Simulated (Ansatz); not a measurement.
# CH5NSiTe: up Jacob's ladder to CCSD(T)

Aim: compute CH5NSiTe with functionals from several rungs and with coupled cluster, and see how far each lands from CCSD(T) at the basis-set limit for the atomisation energy.

The runs use Ansatz 0.2.0, Gaussian basis; functionals in def2-TZVPP, the program's frozen cores in correlated methods.

Plan: PBE-D4, r2SCAN-D4, PBE0-D4, B3LYP-D4, ωB97X-V, ωB97M-V, B2PLYP; CCSD(T)/def2-TZVPP; MP2/def2-QZVPP; extrapolation to the limit.

### 1 Structure used throughout

All runs share one geometry, relaxed beforehand with PBE0-D4 in a triple-zeta def2 set. Te takes the def2 core potential; no spin-orbit term is included.

9 atoms, charge 0, spin multiplicity 1.

Atoms are counted from 1 here; the program's logs count them from 0.

Bond lengths: C1–N2 1.256 Å, C1–H5 1.101 Å, C1–H6 1.096 Å, N2–Si3 1.736 Å, Si3–Te4 2.508 Å, Si3–H7 1.482 Å, Si3–H8 1.481 Å, Te4–H9 1.658 Å. Angles: N2–C1–H5 123.7°, N2–C1–H6 120.0°, H5–C1–H6 116.3°, C1–N2–Si3 127.0°, N2–Si3–Te4 116.0°, N2–Si3–H7 107.6°, N2–Si3–H8 107.2°, Te4–Si3–H7 105.6°, Te4–Si3–H8 109.4°, H7–Si3–H8 111.1°, Si3–Te4–H9 91.3°.

Geometry (Å):

```
C     0.1851    1.4102   -0.9616
N     0.9968    0.5646   -0.5094
Si    0.6135   -0.9250    0.2953
Te   -1.8278   -1.4281    0.5690
H    -0.9089    1.3013   -0.8984
H     0.5546    2.3163   -1.4544
H     1.1580   -2.0321   -0.5258
H     1.2601   -0.8813    1.6267
H    -1.9428   -0.3720    1.8417
```

### 2 PBE-D4 (GGA)

Contents of in.yaml:

```yaml
crystal:
  periodic: [false, false, false]
  atoms:
    - {symbol: C, position_ang: [0.185073, 1.410199, -0.961601]}
    - {symbol: N, position_ang: [0.996754, 0.564604, -0.509375]}
    - {symbol: Si, position_ang: [0.613501, -0.924985, 0.295252]}
    - {symbol: Te, position_ang: [-1.827781, -1.428104, 0.569002]}
    - {symbol: H, position_ang: [-0.908853, 1.301337, -0.898375]}
    - {symbol: H, position_ang: [0.554552, 2.316302, -1.454379]}
    - {symbol: H, position_ang: [1.157984, -2.032127, -0.525754]}
    - {symbol: H, position_ang: [1.260053, -0.881328, 1.626701]}
    - {symbol: H, position_ang: [-1.942782, -0.371998, 1.841731]}
basis:
  gaussian: {orbitals: def2-TZVPP}
hamiltonian: {xc: pbe, dispersion: d4}
output: {forces: true, orbitals: {seedname: orbitals}}
```

Started as:

```
$ ansatz run in.yaml --threads 4 --pin off --events-out ev --progress --plain --max-ram 10444MiB
```

Further steps of the session: r2SCAN-D4 (meta-GGA); PBE0-D4 (hybrid); B3LYP-D4 (hybrid); ωB97X-V (range-separated); ωB97M-V (range-separated); B2PLYP (double hybrid); CCSD(T) in def2-TZVPP; MP2 in def2-QZVPP.

**Question.** What will the summary of the whole plan be? Wanted: atomisation energy, CCSD(T)/CBS; farthest; mean size of error, hybrid; mean size of error, range-separated; gap, smallest and largest; T1 diagnostic; triples share of the correlation energy.

As calculated:

| quantity | value |
| --- | --- |
| atomisation energy, CCSD(T)/CBS | 2958.3 kJ/mol |
| functionals within 29.6 kJ/mol (1.0 %) | r2SCAN-D4, PBE0-D4, B3LYP-D4, ωB97X-V, ωB97M-V |
| farthest | B2PLYP (-48.0 kJ/mol) |
| mean size of error, hybrid | 9.4 kJ/mol |
| mean size of error, range-separated | 8.8 kJ/mol |
| gap, smallest and largest | 3.31 eV (PBE-D4), 10.03 eV (ωB97X-V) |
| T1 diagnostic | 0.0126 |
| triples share of the correlation energy | 3.4 % |

**Reading.** PBE-D4 is off by +46.2 kJ/mol. Double hybrids carry the basis error of their MP2 part in triple zeta, and no dispersion term here, so their miss is partly the set-up's. Misses under about 29.6 kJ/mol are within the doubt on the reference itself, which lacks core-valence correlation, spin-orbit coupling and higher excitations, and its outer-core shells are covered unevenly. All levels share the lack of spin-orbit coupling, which lowers the free heavy atoms and so the true binding. Hartree-Fock recovers 69 % of the binding; the rest is correlation. Orbital gaps span 3.3 to 10.0 eV; exact exchange widens them. Correlated methods include outer-core shells of Te, which these sets cover unevenly.
